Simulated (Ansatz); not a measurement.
Write a Python script for Ansatz 0.2.0, Python API that makes energies of removing a hydrogen of CH₆Ge, SMILES [CH3][GeH3]. Use (for the species named): r2SCAN, cc-pVDZ basis, multiplicity 1, D4 dispersion.

```yaml
atoms:
  - { symbol: C, position_ang: [-0.2822, 0.1486, -0.9455] }
  - { symbol: Ge, position_ang: [0.2774, -0.1876, 0.8483] }
  - { symbol: H, position_ang: [-1.4520, 0.4081, -0.9553] }
  - { symbol: H, position_ang: [0.2875, 1.0856, -1.3581] }
  - { symbol: H, position_ang: [-0.1327, -0.6925, -1.6228] }
  - { symbol: H, position_ang: [0.0066, 1.0598, 1.7519] }
  - { symbol: H, position_ang: [1.8288, -0.4800, 0.8296] }
  - { symbol: H, position_ang: [-0.4412, -1.3992, 1.3962] }
```

The script, `bde_ch6ge.py`:
```python
import ansatz as az


def energy_of(molecule, charge=0, unpaired=0):
    calc = molecule.calculation().basis(gaussian="cc-pVDZ").functional("r2SCAN", dispersion="d4")
    if charge:
        calc = calc.charge(charge)
    if unpaired:
        calc = calc.spin("collinear", total=unpaired)
    report = calc.run().report
    if report["published_state_doubts"]:
        print("  doubts:", report["published_state_doubts"])
    return report["free_energy_ev"]

def without(molecule, index):
    rest = az.Crystal.molecule()
    for i, site in enumerate(molecule.cartesian_sites):
        if i != index:
            rest = rest.atom(site.symbol, site.position_ang)
    return rest

system = (
    az.Crystal.molecule()
    .atom("C", [-0.2822, 0.1486, -0.9455])
    .atom("Ge", [0.2774, -0.1876, 0.8483])
    .atom("H", [-1.452, 0.4081, -0.9553])
    .atom("H", [0.2875, 1.0856, -1.3581])
    .atom("H", [-0.1327, -0.6925, -1.6228])
    .atom("H", [0.0066, 1.0598, 1.7519])
    .atom("H", [1.8288, -0.48, 0.8296])
    .atom("H", [-0.4412, -1.3992, 1.3962])
)

whole = energy_of(system, 0)
hydrogen = energy_of(az.Crystal.molecule().atom("H", (0, 0, 0)), 0, 1)
print(f"E(molecule) = {whole:.5f} eV, E(H) = {hydrogen:.5f} eV")
for index in [4, 7]:
    radical = energy_of(without(system, index), 0, 1)
    print(f"H{index}: homolysis {96.485332 * (radical + hydrogen - whole):.1f} kJ/mol")
```

```console
$ python bde_ch6ge.py
E(molecule) = -57650.72669 eV, E(H) = -13.58415 eV
H4: homolysis 467.1 kJ/mol
H7: homolysis 359.9 kJ/mol
```

Caveats:
- Total energies depend on the basis set; only differences at equal settings carry meaning.
- The geometry is a force-field or estimated start, not a minimum of this method, and the basis set is short of its limit. All parts are taken at fixed geometry, without zero-point energy.
- The whole script took 11 s on 1 thread of Arm Neoverse V2, on a shared host, peak memory 0.21 GiB.
